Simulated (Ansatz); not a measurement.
# H3NS2Si: shift of H7 from Si2 to S3, part 2 of 2

Aim: the minimum-energy path and barrier of the shift of H7 from Si2 to S3. The ends are relaxed first, then joined by a nudged elastic band. SMILES of the start: N[SiH]1SS1.

Ansatz 0.2.0; UKS PBE-D4/def2-SVP. Earlier steps stand in the parts before.

## Step 8: Dynamics from the top

It starts at the highest inner image of the first converged band: 200 steps of 0.5 fs at constant energy, with velocities drawn for 300 K.

File input.yaml:

```yaml
crystal:
  periodic: [false, false, false]
  atoms:
    - { symbol: "N", position_ang: [-0.941091, 0.888446, -0.390771] }
    - { symbol: Si, position_ang: [0.423152, -0.114235, -0.695238] }
    - { symbol: S, position_ang: [1.334488, -1.166347, 1.43626] }
    - { symbol: S, position_ang: [0.112954, -2.13468, -0.002448] }
    - { symbol: H, position_ang: [-0.929317, 1.897275, -0.556802] }
    - { symbol: H, position_ang: [-1.774446, 0.566298, 0.108628] }
    - { symbol: H, position_ang: [1.835462, -0.004656, 0.054573] }
magnetization:
  spin_polarized: true
basis:
  gaussian: { orbitals: def2-SVP }
hamiltonian:
  xc: pbe
  dispersion: d4
md:
  timestep: 0.5
  n_steps: 200
  ensemble: nve
  temperature: 300.0
  initial_velocities: maxwell_boltzmann
  seed: 10309
```

Started as:

```bash
ansatz run input.yaml --threads 2 --pin off --max-ram 3072MiB --backend cpu --events-out ev --progress --plain --runs-dir out
```

Standard output, shortened:

```text
Warning: RAYON_NUM_THREADS=2 ignored (pool sized by the plan → 2); use --threads N
[...]
Functional definition: PBE
[...]
952 factors; their error is unknown
[...]
mean field -31061.66955818 eV, -1141.4953019071 hartree, gradient 5.0e-5 eV, S^2 0.000000; 0 other end points of the search recorded, 0 dependent functions left out
[...]
reference -31061.66958680 eV, -1141.4953029589 hartree; 28, 28 occupied and 55, 55 virtual orbitals, 952 factors
md step     0: t =     0.00 fs  T =   300.0 K  F+E_penalty+E_count = -31061.88925840 eV  E_kin = 0.193890 eV  conserved = -31061.69536840 eV  (32 SCF iters)
[...]
md step    25: t =    12.50 fs  T =    96.3 K  F+E_penalty+E_count = -31061.75738427 eV  E_kin = 0.062267 eV  conserved = -31061.69511742 eV  (33 SCF iters)
[...]
md step    50: t =    25.00 fs  T =   262.6 K  F+E_penalty+E_count = -31061.86492116 eV  E_kin = 0.169714 eV  conserved = -31061.69520713 eV  (33 SCF iters)
[...]
md step    75: t =    37.50 fs  T =   525.5 K  F+E_penalty+E_count = -31062.03486448 eV  E_kin = 0.339615 eV  conserved = -31061.69524948 eV  (32 SCF iters, 3 dispersion substeps)
[...]
md step   100: t =    50.00 fs  T =   958.3 K  F+E_penalty+E_count = -31062.31460429 eV  E_kin = 0.619322 eV  conserved = -31061.69528262 eV  (32 SCF iters, 3 dispersion substeps)
md step   101: t =    50.50 fs  T =   964.3 K  F+E_penalty+E_count = -31062.31849265 eV  E_kin = 0.623197 eV  conserved = -31061.69529523 eV  (32 SCF iters, 3 dispersion substeps)
```

## Step 9: The log goes on: dynamics from the highest image of the converged band

The log, continued, shortened:

```text
md step   102: t =    51.00 fs  T =   969.8 K  F+E_penalty+E_count = -31062.32206805 eV  E_kin = 0.626754 eV  conserved = -31061.69531366 eV  (32 SCF iters, 3 dispersion substeps)
[...]
md step   126: t =    63.00 fs  T =   817.6 K  F+E_penalty+E_count = -31062.22359290 eV  E_kin = 0.528384 eV  conserved = -31061.69520872 eV  (32 SCF iters, 3 dispersion substeps)
[...]
md step   150: t =    75.00 fs  T =   615.3 K  F+E_penalty+E_count = -31062.09285066 eV  E_kin = 0.397643 eV  conserved = -31061.69520725 eV  (33 SCF iters, 3 dispersion substeps)
[...]
md step   174: t =    87.00 fs  T =   751.3 K  F+E_penalty+E_count = -31062.18083654 eV  E_kin = 0.485559 eV  conserved = -31061.69527718 eV  (33 SCF iters, 3 dispersion substeps)
[...]
md step   200: t =   100.00 fs  T =   456.6 K  F+E_penalty+E_count = -31061.99021350 eV  E_kin = 0.295069 eV  conserved = -31061.69514437 eV  (34 SCF iters, 3 dispersion substeps)
Total energy: -31061.99024530 eV, -1141.5070869414 hartree
Atom 0 at    -0.988858     0.602836    -0.227043 Å, force    -0.748657     0.081011     0.517082 eV/Å
Atom 1 at     0.395107    -0.030641    -1.048920 Å, force     0.225236     1.235666    -0.752658 eV/Å
Atom 2 at     1.411817    -1.262893     1.634562 Å, force    -0.587102    -0.350691    -0.691185 eV/Å
Atom 3 at     0.083126    -1.877644    -0.032715 Å, force     0.611753    -1.617565     1.552770 eV/Å
Atom 4 at    -1.555941     1.430135    -0.435237 Å, force     0.232975     0.328089     0.018407 eV/Å
Atom 5 at    -1.370624     0.055873     0.578062 Å, force    -0.005203     0.333156    -0.677340 eV/Å
Atom 6 at     1.992619    -2.491912     1.698316 Å, force     0.270999    -0.009664     0.032923 eV/Å
Dipole moment:    -0.227208     0.133281     0.165032 e Å
```

It took 3.3 min on 2 threads of Intel Xeon 6975P-C (Granite Rapids), shared host; peak memory 0.19 GiB.

## Step 10: The trajectory

One step in 8; energies are changes from step 0:

```csv
time (fs),T (K),potential energy change (meV/atom),total energy change (meV/atom),H7–Si2 (Å),H7–S3 (Å)
0.0,300,0.0,0.00,1.60,1.87
4.0,254,4.3,0.01,1.63,1.79
8.0,169,12.1,0.03,1.67,1.72
12.0,100,18.5,0.04,1.70,1.65
16.0,92,19.3,0.04,1.74,1.60
20.0,162,12.8,0.02,1.79,1.55
24.0,251,4.6,0.01,1.84,1.50
28.0,312,-1.1,0.01,1.91,1.44
32.0,383,-7.6,0.02,2.01,1.41
36.0,477,-16.3,0.03,2.14,1.41
40.0,606,-28.2,0.03,2.30,1.40
44.0,789,-45.1,0.02,2.51,1.38
48.0,929,-58.1,0.01,2.76,1.39
52.0,978,-62.6,0.00,3.05,1.41
56.0,976,-62.4,0.00,3.32,1.40
60.0,898,-55.2,0.02,3.56,1.39
64.0,792,-45.4,0.02,3.77,1.40
68.0,710,-37.9,0.02,3.92,1.39
72.0,639,-31.3,0.03,4.02,1.37
76.0,612,-28.8,0.03,4.10,1.37
80.0,638,-31.2,0.02,4.15,1.38
84.0,703,-37.2,0.01,4.15,1.36
88.0,765,-43.0,0.01,4.13,1.36
92.0,755,-42.0,0.00,4.12,1.38
96.0,628,-30.3,0.02,4.07,1.37
100.0,457,-14.4,0.03,4.02,1.36
```

time (fs), T (K) and a bar:
```
      0.0        300 #######
      4.5        246 #####
      8.5        163 ##
     13.0         95 
     17.5        112 #
     21.5        192 ###
     26.0        275 ######
     30.5        347 #########
     35.0        451 ############
     39.0        571 ################
     43.5        767 #######################
     48.0        929 ############################
     52.0        978 ##############################
     56.5        971 ##############################
     61.0        873 ##########################
     65.0        770 #######################
     69.5        685 ####################
     74.0        620 ##################
     78.5        624 ##################
     82.5        676 ####################
     87.0        751 ######################
     91.5        761 #######################
     95.5        647 ###################
    100.0        457 ############
```

Bonds that form or break, judged by distance (formed within 1.15 times the sum of covalent radii and held on average over 12 fs, broken when stretched by half; pairs already stretched at the start don't count as bonds):

```csv
time (fs),bond,event
22.5,S3–H7,forms
36.0,Si2–H7,breaks
```

The last frame stands with the bonds of end B.

## Step 11: A trajectory let go at the top

It starts at the highest inner image of the first converged band: 200 steps of 0.5 fs at constant energy, with velocities drawn for 100 K.

input.yaml, as its differences from that of step 8:

```diff
@@ -21,4 +21,4 @@
   ensemble: nve
-  temperature: 300.0
+  temperature: 100.0
   initial_velocities: maxwell_boltzmann
-  seed: 10309
+  seed: 10310
```

Started as:

```bash
ansatz run input.yaml --threads 2 --pin off --max-ram 3072MiB --backend cpu --events-out ev --progress --plain --runs-dir out
```

Standard output, shortened:

```text
Warning: RAYON_NUM_THREADS=2 ignored (pool sized by the plan → 2); use --threads N
[...]
[... 1 set-up line as earlier in the session ...]
[...]
952 factors; their error is unknown
[...]
mean field -31061.66955818 eV, -1141.4953019071 hartree, gradient 5.0e-5 eV, S^2 0.000000; 0 other end points of the search recorded, 0 dependent functions left out
[...]
reference -31061.66958680 eV, -1141.4953029589 hartree; 28, 28 occupied and 55, 55 virtual orbitals, 952 factors
md step     0: t =     0.00 fs  T =   100.0 K  F+E_penalty+E_count = -31061.88925840 eV  E_kin = 0.064630 eV  conserved = -31061.82462840 eV  (32 SCF iters)
[...]
md step    25: t =    12.50 fs  T =    29.3 K  F+E_penalty+E_count = -31061.84334298 eV  E_kin = 0.018952 eV  conserved = -31061.82439085 eV  (28 SCF iters)
[...]
md step    50: t =    25.00 fs  T =    91.2 K  F+E_penalty+E_count = -31061.88322049 eV  E_kin = 0.058929 eV  conserved = -31061.82429147 eV  (28 SCF iters)
[...]
md step    75: t =    37.50 fs  T =   711.6 K  F+E_penalty+E_count = -31062.28446847 eV  E_kin = 0.459900 eV  conserved = -31061.82456844 eV  (33 SCF iters, 3 dispersion substeps)
[...]
md step   100: t =    50.00 fs  T =  1638.9 K  F+E_penalty+E_count = -31062.88417135 eV  E_kin = 1.059234 eV  conserved = -31061.82493703 eV  (32 SCF iters, 3 dispersion substeps)
md step   101: t =    50.50 fs  T =  1633.7 K  F+E_penalty+E_count = -31062.88081735 eV  E_kin = 1.055858 eV  conserved = -31061.82495915 eV  (32 SCF iters, 3 dispersion substeps)
md step   102: t =    51.00 fs  T =  1622.1 K  F+E_penalty+E_count = -31062.87327018 eV  E_kin = 1.048353 eV  conserved = -31061.82491747 eV  (32 SCF iters, 3 dispersion substeps)
```

## Step 12: The log goes on: dynamics from the highest image of the converged band

The log, continued, shortened:

```text
md step   103: t =    51.50 fs  T =  1605.1 K  F+E_penalty+E_count = -31062.86219863 eV  E_kin = 1.037375 eV  conserved = -31061.82482316 eV  (32 SCF iters, 3 dispersion substeps)
[...]
md step   127: t =    63.50 fs  T =  1219.0 K  F+E_penalty+E_count = -31062.61239733 eV  E_kin = 0.787847 eV  conserved = -31061.82455053 eV  (33 SCF iters, 3 dispersion substeps)
[...]
md step   151: t =    75.50 fs  T =  1280.6 K  F+E_penalty+E_count = -31062.65221547 eV  E_kin = 0.827622 eV  conserved = -31061.82459397 eV  (33 SCF iters, 3 dispersion substeps)
[...]
md step   175: t =    87.50 fs  T =   984.5 K  F+E_penalty+E_count = -31062.46106172 eV  E_kin = 0.636294 eV  conserved = -31061.82476782 eV  (46 SCF iters, 3 dispersion substeps)
[...]
md step   199: t =    99.50 fs  T =  1503.6 K  F+E_penalty+E_count = -31062.79656617 eV  E_kin = 0.971763 eV  conserved = -31061.82480364 eV  (34 SCF iters, 3 dispersion substeps)
[...]
md step   200: t =   100.00 fs  T =  1559.4 K  F+E_penalty+E_count = -31062.83267446 eV  E_kin = 1.007845 eV  conserved = -31061.82482955 eV  (42 SCF iters, 3 dispersion substeps)
Total energy: -31062.83270277 eV, -1141.5380466825 hartree
Atom 0 at    -0.821337     0.941707    -0.316449 Å, force     0.568854     0.709814    -1.273580 eV/Å
Atom 1 at     0.480824    -0.165470    -0.483766 Å, force    -0.024162    -0.058804     1.721505 eV/Å
Atom 2 at     1.296975    -1.021055     1.401257 Å, force    -0.652525    -0.111908    -1.441262 eV/Å
Atom 3 at     0.052148    -2.291858    -0.129630 Å, force     0.824013     1.216214     0.051118 eV/Å
Atom 4 at    -0.710309     1.652251    -1.068079 Å, force    -0.458412    -0.162719     0.677955 eV/Å
Atom 5 at    -1.654885     1.069029     0.247337 Å, force    -0.151299    -0.347424     0.158870 eV/Å
Atom 6 at     1.353031     0.803083    -1.339300 Å, force    -0.106469    -1.245175     0.105395 eV/Å
Dipole moment:    -0.308173     0.604265    -0.378024 e Å
```

It took 3.4 min on 2 threads of Intel Xeon 6975P-C (Granite Rapids), shared host; peak memory 0.22 GiB.

## Step 13: The trajectory

The trajectory, every 11 steps (energies from step 0):

```csv
time (fs),T (K),potential energy change (meV/atom),total energy change (meV/atom),H7–Si2 (Å),H7–S3 (Å)
0.0,100,0.0,0.00,1.60,1.87
5.5,57,4.0,0.02,1.62,1.90
11.0,25,6.9,0.04,1.59,1.92
16.5,45,5.1,0.05,1.57,1.94
22.0,89,1.0,0.02,1.58,2.00
27.5,131,-2.9,0.01,1.55,2.11
33.0,337,-21.8,0.03,1.50,2.31
38.5,797,-64.3,0.03,1.53,2.68
44.0,1360,-116.3,0.00,1.55,3.12
49.5,1638,-142.1,-0.03,1.56,3.47
55.0,1483,-127.7,-0.03,1.56,3.59
60.5,1266,-107.6,0.00,1.51,3.43
66.0,1236,-104.9,0.01,1.51,3.18
71.5,1280,-108.9,0.01,1.54,2.94
77.0,1287,-109.6,0.00,1.54,2.76
82.5,1230,-104.4,-0.03,1.57,2.76
88.0,961,-79.5,-0.02,1.56,2.86
93.5,844,-68.6,0.03,1.48,3.00
99.0,1445,-124.2,-0.03,1.54,3.25
100.0,1559,-134.8,-0.03,1.56,3.29
```

time (fs), T (K) and a bar:
```
      0.0        100 #
      4.5         70 #
      8.5         41 
     13.0         35 
     17.5         63 #
     21.5         83 #
     26.0        100 #
     30.5        196 ###
     35.0        478 ########
     39.0        843 ###############
     43.5       1310 ########################
     48.0       1616 ##############################
     52.0       1585 #############################
     56.5       1412 ##########################
     61.0       1248 #######################
     65.0       1233 #######################
     69.5       1289 ########################
     74.0       1288 ########################
     78.5       1303 ########################
     82.5       1230 #######################
     87.0       1006 ##################
     91.5        824 ###############
     95.5        974 ##################
    100.0       1559 #############################
```

The last frame stands with the bonds of end A.

## Step 14: Outcome

The summary covers parts 1 to 2.

| quantity | value |
| --- | --- |
| end A | 8 moves, 1.233 eV lower |
| end B | 12 moves, 3.622 eV lower |
| barrier forwards | 1.52 eV |
| barrier backwards | 0.67 eV |
| second end relative to first | +0.856 eV |
| highest image | 2 of 0 to 6, climbing |
| band iterations | 14 |
| imaginary modes at the top | 678i cm⁻¹ |
| trajectory at 300 K, after 100 fs | with the bonds of end B, at 457 K |
| trajectory at 100 K, after 100 fs | with the bonds of end A, at 1559 K |

In words: The top lies 1.52 eV above the first end, or 59 kT at room temperature; with a typical attempt rate of 10^13 per second that is roughly 10^-13 events a second. Going back costs 0.67 eV, since the second end is 0.86 eV above the first. By distance, end A alone has Si2–S3, Si2–H7 and end B alone has S3–H7. One imaginary mode, as a first-order saddle point has. These are electronic energies, with no zero-point or thermal terms. Tunnelling, which matters where hydrogen moves, is missing too. Semilocal functionals tend to give barriers that are too low.
